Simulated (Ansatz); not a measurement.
# CH4FNSi, SMILES C=N[SiH2]F: a short molecular-dynamics run

Program: the Ansatz DFT code, driven from Python.

Notebook, run cell by cell (the value of a cell's last expression is shown):

In [1]:
```python
import ansatz as az
import numpy as np
```

In [2]:
```python
geometry_ang = [
    ("C", [-0.5212, 1.2811, -0.1086]),
    ("N", [-0.0281, 0.5686, 0.7671]),
    ("Si", [0.434, -1.0062, 0.2186]),
    ("F", [-0.287, -1.3413, -1.0997]),
    ("H", [-0.7429, 1.0461, -1.196]),
    ("H", [-0.9005, 2.3534, 0.1683]),
    ("H", [1.9393, -0.9726, -0.0837]),
    ("H", [0.1986, -1.9863, 1.2782]),
]
mol = az.Crystal.molecule()
for symbol, xyz in geometry_ang:
    mol = mol.atom(symbol, xyz)
```

In [3]:
```python
calculation = (
    mol.calculation()
    .basis(gaussian="6-31G*")
    .functional("pbe")
)
symbols = [site.symbol for site in mol.cartesian_sites]
start = np.array([site.position_ang for site in mol.cartesian_sites], dtype=float)
summary = calculation.relax(force_tolerance=0.02).run(threads=1).report
end = np.array(summary["positions_ang"])
minimum = az.Crystal.molecule()
for symbol, place in zip(symbols, end):
    minimum = minimum.atom(symbol, place.tolist())
```

In [4]:
```python
# dynamics from the relaxed geometry
calculation = (
    minimum.calculation()
    .basis(gaussian="6-31G*")
    .functional("pbe")
    .md("nvt_langevin", timestep=0.5, steps=40, temperature=300, initial_velocities="maxwell_boltzmann", seed=94, friction=0.02)
)
frames = []
res = calculation.session().plan().execute(on_event=lambda e: frames.append(e["data"]) if e["event"] == "md_step" else None)
print("t (fs)   E_pot (eV)      E_kin (eV)   T (K)   d(0-1) (A)")
for f in frames[::1]:
    xyz = np.array(f["positions_ang"])
    print(f"{f['time_fs']:6.2f} {f['lagrangian_ev']:14.5f} {f['e_kin_ev']:10.5f} {f['temperature_k']:8.1f} {np.linalg.norm(xyz[0] - xyz[1]):9.4f}")
print("mean temperature", round(float(np.mean([f["temperature_k"] for f in frames])), 1), "K")
symbols = [site.symbol for site in mol.cartesian_sites]
with open("last_frame.xyz", "w") as handle:
    handle.write(f"{len(symbols)}\nt = {frames[-1]['time_fs']} fs\n")
    handle.writelines("{:2s} {:10.5f} {:10.5f} {:10.5f}\n".format(s, *xyz) for s, xyz in zip(symbols, frames[-1]["positions_ang"]))
```
```text
t (fs)   E_pot (eV)      E_kin (eV)   T (K)   d(0-1) (A)
  0.00   -13177.21313    0.27145    262.5    1.2759
  0.50   -13177.20890    0.24017    232.3    1.2826
  1.00   -13177.19712    0.23589    228.1    1.2886
  1.50   -13177.17920    0.22641    218.9    1.2943
  2.00   -13177.15651    0.19856    192.0    1.2996
  2.50   -13177.13255    0.14885    143.9    1.3038
  3.00   -13177.11044    0.12351    119.4    1.3069
  3.50   -13177.09237    0.10654    103.0    1.3093
  4.00   -13177.07939    0.10201     98.6    1.3110
  4.50   -13177.07032    0.08108     78.4    1.3124
  5.00   -13177.06646    0.08141     78.7    1.3128
  5.50   -13177.06793    0.08952     86.6    1.3120
  6.00   -13177.07308    0.09846     95.2    1.3101
  6.50   -13177.08004    0.09657     93.4    1.3071
  7.00   -13177.08705    0.09873     95.5    1.3036
  7.50   -13177.09417    0.13473    130.3    1.2993
  8.00   -13177.10062    0.13895    134.4    1.2940
  8.50   -13177.10795    0.15346    148.4    1.2881
  9.00   -13177.11673    0.14818    143.3    1.2819
  9.50   -13177.12744    0.14767    142.8    1.2760
 10.00   -13177.13846    0.16976    164.2    1.2701
 10.50   -13177.14624    0.17478    169.0    1.2643
 11.00   -13177.14967    0.18808    181.9    1.2587
 11.50   -13177.14826    0.19602    189.6    1.2531
 12.00   -13177.14139    0.19242    186.1    1.2479
 12.50   -13177.12975    0.16507    159.6    1.2437
 13.00   -13177.11563    0.16975    164.2    1.2403
 13.50   -13177.10306    0.16503    159.6    1.2377
 14.00   -13177.09426    0.15305    148.0    1.2362
 14.50   -13177.08983    0.15667    151.5    1.2358
 15.00   -13177.08901    0.16112    155.8    1.2360
 15.50   -13177.08893    0.16637    160.9    1.2371
 16.00   -13177.08938    0.17785    172.0    1.2390
 16.50   -13177.09136    0.18813    181.9    1.2417
 17.00   -13177.09406    0.17482    169.1    1.2452
 17.50   -13177.09472    0.17552    169.7    1.2490
 18.00   -13177.09555    0.19646    190.0    1.2532
 18.50   -13177.09883    0.19622    189.7    1.2580
 19.00   -13177.10472    0.23449    226.8    1.2637
 19.50   -13177.11132    0.25069    242.4    1.2699
 20.00   -13177.11633    0.26264    254.0    1.2765
mean temperature 161.3 K
```

File `last_frame.xyz` afterwards:
```text
8
t = 20.0 fs
C    -0.65461    1.43233   -0.10422
N     0.04414    0.59518    0.55932
Si    0.54977   -1.01425    0.19366
F    -0.06260   -1.61045   -1.21843
H    -1.10260    1.13439   -1.04992
H    -0.90191    2.45697    0.31318
H     2.03882   -0.84582    0.10630
H     0.04267   -1.81478    1.31228
```

Notes:
- Total energies depend on the basis set; only differences at equal settings carry meaning.
- The trajectory is only some femtoseconds long, so its temperature is not equilibrated; where the script doesn't relax first, it starts from a rough generated geometry.
- The printed temperature counts all 3N degrees of freedom under Langevin dynamics, so the first row lies under the target.
- Wall time of the script: 68 s on 1 thread of Intel(R) Xeon(R) Platinum 8488C (Sapphire Rapids), with other jobs on the host, peak memory 0.24 GiB.

(Lines on the test bed's own set-up are left out of the output.)
